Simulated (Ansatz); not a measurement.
CH₅FSiSn, SMILES F[SiH]1[CH2][SnH2]1: vertical spin-state energies, run with Ansatz 0.2.0 through its Python package.

`spin_ch5fsisn.py`
```python
'''Vertical spin-state energies of CH5FSiSn.'''

import ansatz as az

system = (
    az.Crystal.molecule()
    .atom('F', (-0.5933, -0.2503, -2.37))
    .atom('Si', (-0.4679, 0.6471, -0.9404))
    .atom('C', (1.0157, 0.1741, -0.0516))
    .atom('Sn', (-0.3398, -0.8306, 1.1459))
    .atom('H', (-0.8336, 2.0611, -0.8447))
    .atom('H', (1.5373, 1.0353, 0.4845))
    .atom('H', (1.7372, -0.5068, -0.6067))
    .atom('H', (-0.8263, -2.4447, 0.6577))
    .atom('H', (-1.141, 0.0684, 2.5082))
)

calc = (
    system.calculation()
    .basis(gaussian='def2-TZVP')
    .correlation('mp2')
)
found = {}
for unpaired in [0, 2]:
    rep = calc.spin('collinear', total=unpaired).run(threads=1).report
    s = unpaired / 2
    found[unpaired] = rep['free_energy_ev']
    print(f'2S+1 = {unpaired + 1}: E = {found[unpaired]:.5f} eV, <S^2> = {abs(rep["mean_field"]["state"]["spin_squared"]):.3f} (pure state {s * (s + 1):.2f})')
lowest = min(found, key=found.get)
for unpaired, e in found.items():
    print(f'multiplicity {unpaired + 1}: {(e - found[lowest]):.3f} eV above the lowest')
```

Which spin state is lowest at this geometry, and how far above lie the others?

In order: multiplicity 1 (+0.00 eV) and multiplicity 3 (+2.38 eV), all at the one geometry.

The run itself:

`python spin_ch5fsisn.py` gives:
```text
2S+1 = 1: E = -17507.42040 eV, <S^2> = 0.000 (pure state 0.00)
2S+1 = 3: E = -17505.04435 eV, <S^2> = 2.011 (pure state 2.00)
multiplicity 1: 0.000 eV above the lowest
multiplicity 3: 2.376 eV above the lowest
```

Caveats:
- Total energies depend on the basis set; only differences at equal settings carry meaning.
- The geometry is a force-field or estimated start, not a minimum of this method, and the basis set is short of its limit. All parts are taken at fixed geometry, without zero-point energy.
- def2 sets replace the cores of elements past krypton by effective core potentials.
- Spin-orbit coupling, which mixes and shifts the spin states of heavy atoms, is left out.
- S² is that of the Hartree-Fock reference.
- The whole script took 26 s on 1 thread of Arm Neoverse V2, with other jobs on the host, peak memory 0.55 GiB.

(Lines on the test bed's own set-up are left out of the output.)
